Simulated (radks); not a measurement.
# Si¹³⁺ in 1s1: an all-electron calculation

Wanted: eigenvalues, radial structure and energy terms of the silicon ion Si13+.

Method: scalar-relativistic Kohn-Sham, PBE, spin-polarised, spherical densities, point nucleus; open shells are filled with parallel spins first. Code: radks (a radial shooting solver on a logarithmic mesh, Libxc functionals) version 1.

### Step 1. Starting point

| Quantity | Value |
| --- | --- |
| element | silicon (Z = 14) |
| charge | +13 |
| electrons | 1 |
| configuration | 1s1 |

The outer shells:

Si¹³⁺
```
1s [↑ ]
```

### Step 2. Self-consistent calculation

Settings of this run:

```text
Z 14
configuration 1s1 2s0 2p0
relativity scalar-relativistic
functional pbe,pbe
spin polarised
nucleus point
c 137.035999084
```

Run with:

```bash
python run_ks.py task.json out
```

The same process makes all the runs of this session.

Q: Predict the outcome of this run.

**Answer**, as computed:

```
                        quantity                    value
                    total energy        -98.17327 hartree
exchange-correlation share of it                   4.38 %
                            −T/E                   1.0052
          highest occupied level        1s up, -2584.3 eV
    most extended occupied level  1s up, <r> = 0.107 bohr
 radius at density 0.001 e/bohr³               0.490 bohr
    maxima of the radial density                        1
         ionisation energy, NIST       2673.2 (theory) eV
```

**Reading.** The radial density shows 1 maxima for 1 occupied principal shells. Relativity lifts −T/E to 1.005. Minus the highest eigenvalue, 2584.3 eV, is 97 % of the tabulated ionisation energy (2673.2 eV). 
